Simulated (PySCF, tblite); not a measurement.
# C6H5F3: dynamics, then NMR shifts on frames, part 2 of 2

tblite 0.8.0 and PySCF 2.14.0. Atoms count from 0. The steps go on from the part before.

## (5) NMR shieldings: 625 fs, PBE0/pcSseg-1

The job: settings as JSON, then the geometry in Å.

```
{"job": {"kind": "nmr", "xc": "PBE0", "basis": "pcSseg-1", "pop": false}, "charge": 0, "multiplicity": 1}
C     -2.637400    -1.388100     0.900000
C     -1.341200    -1.220200     0.609600
C     -0.902800    -0.011400    -0.045000
C      0.365800     0.345000    -0.363400
C      1.559000    -0.263200     0.081100
F      1.477400    -1.300700     0.920200
C      2.771300     0.202500    -0.252500
F      4.023700    -0.383300     0.040100
F      3.075300     1.267300    -1.016700
H     -2.905600    -2.255700     1.436100
H     -3.412000    -0.637200     0.737600
H     -0.667500    -2.041700     0.882100
H     -1.828400     0.527700    -0.338000
H      0.585400     1.191600    -0.949900
```

With the program's defaults for keys left out, this is: GIAO PBE0/pcSseg-1 NMR shielding, non-relativistic, gas phase.

Standard output:

```text
coarse grid: 12880 points
cycle   1  E = -530.2359705740  dE =  1.408e+00  |g| = 8.606e-01  |ddm| = 3.580e+00
cycle   2  E = -529.8388831600  dE =  3.971e-01  |g| = 1.631e+00  |ddm| = 1.780e+00
cycle   3  E = -530.3846197321  dE = -5.457e-01  |g| = 1.342e-01  |ddm| = 1.307e+00
cycle   4  E = -530.3859567981  dE = -1.337e-03  |g| = 1.192e-01  |ddm| = 2.357e-01
cycle   5  E = -530.3894514019  dE = -3.495e-03  |g| = 1.805e-02  |ddm| = 1.083e-01
cycle   6  E = -530.3895219060  dE = -7.050e-05  |g| = 5.239e-03  |ddm| = 1.677e-02
cycle   7  E = -530.3895294448  dE = -7.539e-06  |g| = 1.701e-03  |ddm| = 6.073e-03
final grid: 128920 points
cycle   8  E = -530.4632566513  dE = -4.706e-05  |g| = 8.015e-03  |ddm| = 4.081e-02
cycle   9  E = -530.4632477672  dE =  8.884e-06  |g| = 1.124e-02  |ddm| = 1.412e-02
cycle  10  E = -530.4632706862  dE = -2.292e-05  |g| = 1.360e-03  |ddm| = 7.777e-03
cycle  11  E = -530.4632710179  dE = -3.317e-07  |g| = 3.111e-04  |ddm| = 1.172e-03
cycle  12  E = -530.4632710311  dE = -1.325e-08  |g| = 2.003e-04  |ddm| = 4.709e-04
cycle  13  E = -530.4632710419  dE = -1.081e-08  |g| = 4.090e-05  |ddm| = 2.113e-04
cycle  14  E = -530.4632710423  dE = -3.395e-10  |g| = 1.116e-05  |ddm| = 3.510e-05
converged SCF energy = -530.4632710423

GIAO shielding tensors (ppm)
atom      isotropic    diamagn.    paramagn.     s11        s22        s33       span
  0 C       51.585     253.363    -201.778    -59.082     59.120    154.718    213.800
  1 C       38.213     253.859    -215.646    -81.458     36.637    159.460    240.918
  2 C       44.294     251.057    -206.762    -41.813     34.220    140.477    182.290
  3 C       74.825     256.719    -181.894    -15.436     76.038    163.872    179.309
  4 C       46.299     248.660    -202.361     20.875     33.995     84.027     63.152
  5 F      362.053     474.107    -112.054    295.038    359.917    431.203    136.165
  6 C        5.572     246.382    -240.810    -35.055      4.876     46.896     81.952
  7 F      235.019     469.320    -234.301    190.317    204.927    309.814    119.497
  8 F      269.252     474.576    -205.323    226.723    284.464    296.569     69.846
  9 H       26.336      28.732      -2.396     23.079     25.541     30.389      7.310
 10 H       25.618      30.272      -4.654     22.193     25.616     29.046      6.854
 11 H       23.825      30.932      -7.107     20.456     20.907     30.112      9.656
 12 H       24.566      32.301      -7.736     22.390     23.479     27.828      5.437
 13 H       26.560      33.769      -7.209     23.262     26.142     30.276      7.014
```

Wall time 16 s (1 thread of Arm Neoverse V2, shared host); peak memory 0.77 GiB.

This run: δ C6 181.4, C1 148.7, C2 142.6, C4 140.6, H11 7.89, H12 7.15 ppm.

## (6) Nuclear shieldings: 800 fs, PBE0/pcSseg-1

The job: settings as JSON, then the geometry in Å.

```
{"job": {"kind": "nmr", "xc": "PBE0", "basis": "pcSseg-1", "pop": false}, "charge": 0, "multiplicity": 1}
C     -2.397200    -1.616000     0.928500
C     -1.073300    -1.350400     0.894200
C     -0.670200    -0.072200     0.267700
C      0.505900     0.417900    -0.073700
C      1.793100    -0.178000     0.292700
F      1.688900    -1.339600     0.921300
C      2.976300     0.298700    -0.039600
F      4.178800    -0.056800     0.218100
F      2.926500     1.334800    -0.858700
H     -2.676200    -2.615600     1.169200
H     -3.112600    -0.952000     0.468000
H     -0.411800    -2.010100     1.478500
H     -1.586400     0.538900    -0.013400
H      0.607800     1.482300    -0.293000
```

Method: GIAO PBE0/pcSseg-1 NMR shielding, non-relativistic, gas phase.

Standard output:

```text
coarse grid: 12880 points
cycle   1  E = -530.2693475047  dE =  1.560e+00  |g| = 7.799e-01  |ddm| = 3.619e+00
cycle   2  E = -530.0844352138  dE =  1.849e-01  |g| = 1.247e+00  |ddm| = 1.411e+00
cycle   3  E = -530.3839315684  dE = -2.995e-01  |g| = 1.231e-01  |ddm| = 9.942e-01
cycle   4  E = -530.3862067820  dE = -2.275e-03  |g| = 8.024e-02  |ddm| = 1.782e-01
cycle   5  E = -530.3876126259  dE = -1.406e-03  |g| = 1.425e-02  |ddm| = 7.297e-02
cycle   6  E = -530.3876538971  dE = -4.127e-05  |g| = 4.802e-03  |ddm| = 1.439e-02
cycle   7  E = -530.3876596865  dE = -5.789e-06  |g| = 1.348e-03  |ddm| = 5.210e-03
final grid: 128920 points
cycle   8  E = -530.4602177612  dE = -4.073e-05  |g| = 6.351e-03  |ddm| = 3.407e-02
cycle   9  E = -530.4602121915  dE =  5.570e-06  |g| = 8.276e-03  |ddm| = 1.277e-02
cycle  10  E = -530.4602273605  dE = -1.517e-05  |g| = 1.434e-03  |ddm| = 7.506e-03
cycle  11  E = -530.4602278132  dE = -4.527e-07  |g| = 3.423e-04  |ddm| = 1.340e-03
cycle  12  E = -530.4602278386  dE = -2.542e-08  |g| = 1.288e-04  |ddm| = 3.889e-04
cycle  13  E = -530.4602278417  dE = -3.094e-09  |g| = 2.288e-05  |ddm| = 1.065e-04
cycle  14  E = -530.4602278418  dE = -1.110e-10  |g| = 6.015e-06  |ddm| = 2.093e-05
converged SCF energy = -530.4602278418

GIAO shielding tensors (ppm)
atom      isotropic    diamagn.    paramagn.     s11        s22        s33       span
  0 C       46.522     255.060    -208.538    -72.537     60.148    151.956    224.493
  1 C       33.835     252.399    -218.564    -94.108     39.304    156.309    250.417
  2 C       41.529     255.103    -213.574    -50.356     47.601    127.343    177.699
  3 C       70.185     256.103    -185.918    -17.976     77.030    151.500    169.476
  4 C       50.455     251.959    -201.504     16.562     51.180     83.622     67.060
  5 F      364.694     475.121    -110.427    294.019    359.762    440.301    146.282
  6 C       28.117     253.442    -225.324    -25.647     46.299     63.701     89.349
  7 F      292.822     467.528    -174.706    262.088    293.828    322.551     60.463
  8 F      297.430     476.827    -179.397    253.846    311.111    327.333     73.487
  9 H       25.948      28.294      -2.346     22.212     25.454     30.177      7.965
 10 H       25.647      31.281      -5.634     21.442     25.846     29.654      8.213
 11 H       23.554      30.230      -6.676     19.936     20.954     29.772      9.835
 12 H       24.580      32.553      -7.974     22.065     23.493     28.181      6.115
 13 H       25.710      32.289      -6.579     22.227     25.693     29.210      6.983
```

It took 16 s on 1 thread of Arm Neoverse V2, shared host; peak memory 0.77 GiB.

Key values: δ C6 158.8, C1 153.1, C2 145.4, C0 140.4, H11 8.16, H12 7.14 ppm.

## (7) NMR shieldings: 1000 fs, PBE0/pcSseg-1

The job: settings as JSON, then the geometry in Å.

```
{"job": {"kind": "nmr", "xc": "PBE0", "basis": "pcSseg-1", "pop": false}, "charge": 0, "multiplicity": 1}
C     -2.409300    -1.238800     1.186900
C     -1.099300    -0.933700     0.987700
C     -0.644200     0.096900     0.139000
C      0.629800     0.383300    -0.111000
C      1.679200    -0.416700     0.330900
F      1.603900    -1.676300     0.734700
C      2.973900     0.050700     0.299500
F      4.064600    -0.568800     0.647700
F      3.145600     1.317400    -0.073100
H     -2.774100    -2.151000     1.728800
H     -3.243900    -0.515400     1.034800
H     -0.422900    -1.693400     1.270400
H     -1.459200     0.832900    -0.127100
H      0.950500     1.292800    -0.551900
```

Method: GIAO PBE0/pcSseg-1 NMR shielding, non-relativistic, gas phase.

Standard output:

```text
coarse grid: 12880 points
cycle   1  E = -530.2438771594  dE =  1.598e+00  |g| = 8.270e-01  |ddm| = 3.602e+00
cycle   2  E = -529.8864446447  dE =  3.574e-01  |g| = 1.502e+00  |ddm| = 1.718e+00
cycle   3  E = -530.3807524133  dE = -4.943e-01  |g| = 1.740e-01  |ddm| = 1.320e+00
cycle   4  E = -530.3848833039  dE = -4.131e-03  |g| = 1.272e-01  |ddm| = 2.998e-01
cycle   5  E = -530.3888414183  dE = -3.958e-03  |g| = 1.845e-02  |ddm| = 1.205e-01
cycle   6  E = -530.3889158373  dE = -7.442e-05  |g| = 6.015e-03  |ddm| = 1.950e-02
cycle   7  E = -530.3889256724  dE = -9.835e-06  |g| = 2.426e-03  |ddm| = 7.119e-03
final grid: 128920 points
cycle   8  E = -530.4604887242  dE = -4.046e-05  |g| = 6.975e-03  |ddm| = 3.890e-02
cycle   9  E = -530.4604784310  dE =  1.029e-05  |g| = 9.768e-03  |ddm| = 1.322e-02
cycle  10  E = -530.4605000223  dE = -2.159e-05  |g| = 1.738e-03  |ddm| = 7.998e-03
cycle  11  E = -530.4605007824  dE = -7.601e-07  |g| = 4.381e-04  |ddm| = 1.805e-03
cycle  12  E = -530.4605008224  dE = -4.000e-08  |g| = 1.359e-04  |ddm| = 4.701e-04
cycle  13  E = -530.4605008253  dE = -2.873e-09  |g| = 3.168e-05  |ddm| = 1.073e-04
cycle  14  E = -530.4605008255  dE = -2.109e-10  |g| = 1.162e-05  |ddm| = 3.442e-05
converged SCF energy = -530.4605008255

GIAO shielding tensors (ppm)
atom      isotropic    diamagn.    paramagn.     s11        s22        s33       span
  0 C       47.597     251.213    -203.616    -55.407     45.810    152.388    207.795
  1 C       44.535     254.360    -209.825    -71.448     35.062    169.990    241.438
  2 C       53.300     252.133    -198.833    -31.456     42.095    149.262    180.719
  3 C       72.590     256.408    -183.819    -25.806     82.269    161.306    187.111
  4 C       46.473     247.140    -200.666      6.447     50.014     82.959     76.512
  5 F      361.764     473.669    -111.905    290.214    359.900    435.177    144.963
  6 C       16.400     254.387    -237.986    -47.362     39.251     57.312    104.673
  7 F      276.421     467.412    -190.991    242.508    273.736    313.018     70.509
  8 F      281.929     476.461    -194.532    257.564    283.578    304.646     47.082
  9 H       25.107      26.822      -1.714     23.176     24.118     28.027      4.852
 10 H       25.431      29.218      -3.787     22.871     24.887     28.536      5.665
 11 H       24.300      32.193      -7.893     20.133     20.523     32.244     12.111
 12 H       24.836      31.373      -6.536     22.479     24.504     27.527      5.048
 13 H       25.698      33.410      -7.712     22.461     24.594     30.040      7.579
```

Run time: 16 s. Hardware: 1 thread of Arm Neoverse V2, shared host; peak memory 0.77 GiB.

This run: δ C6 170.5, C1 142.4, C4 140.5, C0 139.3, H11 7.42, H12 6.88 ppm.

## (8) Run by run: NMR shifts

Shifts (ppm) of some atoms, chosen among heavy atoms and hydrogens apart, with basis size and wall time:

```csv
frame,C6,C2,C3,H9,H13,F7,F8,functions,time
250 fs,162.7,142.9,110.2,6.19,4.85,-112.2,-122.0,178,16 s
425 fs,172.5,159.1,121.6,6.24,6.09,-88.6,-112.9,178,16 s
625 fs,181.4,142.6,112.1,5.38,5.16,-64.1,-98.3,178,16 s
800 fs,158.8,145.4,116.7,5.77,6.01,-121.9,-126.5,178,16 s
1000 fs,170.5,133.6,114.3,6.61,6.02,-105.5,-111.0,178,16 s
```

## (9) Outcome

This closing draws on all 2 parts.

| quantity | value |
| --- | --- |
| thermostat | 400 K |
| mean temperature, second half | 408 K |
| mean potential energy above the minimum | 0.66 eV |
| 13C shifts against TMS (PBE0/pcSseg-1, 250 fs) | 162.7, 144.5, 143.1, 142.9, 135.5, 110.2 ppm |
| 1H shifts against TMS (PBE0/pcSseg-1, 250 fs) | 7.45, 7.18, 6.19, 6.06, 4.85 ppm |
| 19F shifts against CFCl3 (PBE0/pcSseg-1, 250 fs) | -112.2, -122.0, -183.1 ppm |
| range of the shift of F7 | -121.9 to -64.1 ppm |

What this shows: In the second half the potential energy averages 0.66 eV above the minimum; equipartition over 36 harmonic modes at 400 K would give 0.62 eV. With 14 atoms the temperature swings widely (249 to 739 K). Shifts at one fixed geometry are not the observed spectrum, which averages over the motion. In the first frame run (250 fs): Shielding is most anisotropic at C1 (span 243 ppm, paramagnetic term -212 ppm). Across the 5 runs the shift of F7 moves most, between -121.9 (800 fs) and -64.1 ppm (625 fs).
